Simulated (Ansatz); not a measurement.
**C₂H₈Ge: search for a transition state**

Wanted: the transition state of a 1,2-elimination (form C2–H4 and break Ge1–C2, C3–H4). The guess is relaxed with those distances held, a saddle search follows, and vibrations and two downhill relaxations check it.

Program: Ansatz 0.2.0, Gaussian basis. Level of theory: PBE0-D4, def2-SVP first, then def2-TZVP. These are calculated values, not measurements.

115 further runs of the same task are left out: 1 that didn't finish, 114 set aside as unsound or not needed. Runs told in other sessions of the task aren't counted.

### Step 1. Starting geometry

The guess: 11 atoms, charge 0, spin multiplicity 1.

Atoms are counted from 1 here; the program's logs count them from 0.

Bond lengths: Ge1–C2 2.349 Å, Ge1–C3 1.932 Å, Ge1–H4 1.948 Å, Ge1–H5 1.534 Å, Ge1–H6 1.579 Å, C2–H4 1.363 Å, C2–H7 1.090 Å, C2–H8 1.090 Å, C2–H9 1.092 Å, C3–H10 1.095 Å, C3–H11 1.093 Å. Angles: C2–Ge1–C3 81.6°, C2–Ge1–H4 35.5°, C2–Ge1–H5 94.3°, C2–Ge1–H6 101.9°, C3–Ge1–H4 46.9°, C3–Ge1–H5 115.6°, C3–Ge1–H6 142.6°, H4–Ge1–H5 102.0°, H4–Ge1–H6 132.2°, H5–Ge1–H6 101.4°, Ge1–C2–H4 56.0°, Ge1–C2–H7 123.7°, Ge1–C2–H8 121.7°, Ge1–C2–H9 84.3°, H4–C2–H7 96.6°, H4–C2–H8 98.5°, H4–C2–H9 140.2°, H7–C2–H8 109.4° and more.

Coordinates:

```
Ge   -0.3553   -0.6573   -0.9041
C     0.9366    0.9812    0.1744
C    -1.1222   -0.8101    0.8622
H    -0.1598    0.3894    0.7269
H    -1.0466    0.3402   -1.8425
H     0.7013   -1.3168   -1.8744
H     0.6094    2.0110    0.3175
H     1.6639    0.7215    0.9430
H     1.5000    0.9979   -0.7612
H    -0.5582   -1.5355    1.4576
H    -2.1691   -1.1214    0.9007
```

Distances that are to change: C2–H4 1.36 Å, Ge1–C2 2.35 Å, C3–H4 1.54 Å.

### Step 2. Constrained relaxation of the guess

The input, hold/in.yaml:

```yaml
crystal:
  periodic: [false, false, false]
  atoms:
    - {symbol: Ge, position_ang: [-0.355300, -0.657300, -0.904100]}
    - {symbol: C, position_ang: [0.936600, 0.981200, 0.174400]}
    - {symbol: C, position_ang: [-1.122200, -0.810100, 0.862200]}
    - {symbol: H, position_ang: [-0.159800, 0.389400, 0.726900]}
    - {symbol: H, position_ang: [-1.046600, 0.340200, -1.842500]}
    - {symbol: H, position_ang: [0.701300, -1.316800, -1.874400]}
    - {symbol: H, position_ang: [0.609400, 2.011000, 0.317500]}
    - {symbol: H, position_ang: [1.663900, 0.721500, 0.943000]}
    - {symbol: H, position_ang: [1.500000, 0.997900, -0.761200]}
    - {symbol: H, position_ang: [-0.558200, -1.535500, 1.457600]}
    - {symbol: H, position_ang: [-2.169100, -1.121400, 0.900700]}
basis:
  gaussian: {orbitals: def2-SVP}
hamiltonian: {xc: pbe0, dispersion: d4}
relax: {f_tol: 0.04, max_steps: 150, escape_saddle: false, constraints: [{distance: [1, 3]}, {distance: [0, 1]}, {distance: [2, 3]}]}
```

Run with:

```bash
$ ansatz run in.yaml --threads 4 --pin off --events-out ev --progress --plain --max-ram 9574MiB
```

The runs that follow: Force constants to start from; Saddle search in the small basis; Saddle search in triple zeta; Checking the order of the point; Relaxing after a step of 0.30 Å one way along the mode; Relaxing after a step of 0.30 Å the other way along the mode.

Q: Predict the outcome of this session. Wanted: imaginary mode; barrier from the start side; barrier from the end side; energy of the step; pairs that change; zero-point energy at the saddle.

The runs gave:

| quantity | value |
| --- | --- |
| imaginary mode | 1786i cm⁻¹ |
| barrier from the start side | 96.7 kcal/mol |
| barrier from the end side | 47.8 kcal/mol |
| energy of the step | +48.9 kcal/mol |
| pairs that change | C2–H4 formed, Ge1–C2 broken, C3–H4 broken |
| zero-point energy at the saddle | 2.194 eV |

What this shows: The point has a single imaginary mode (1786i cm⁻¹), as a transition state must. Going downhill both ways gives the intended start and end. At PBE0-D4/def2-TZVP the electronic barrier is 96.7 kcal/mol, about 163 kT at 298 K, and the step runs 48.9 kcal/mol uphill. The barrier is thin enough for tunnelling; the leading (Wigner) term alone is a factor of 4.1 at 298 K. The ends are the nearest minima, not always the lowest complexes.
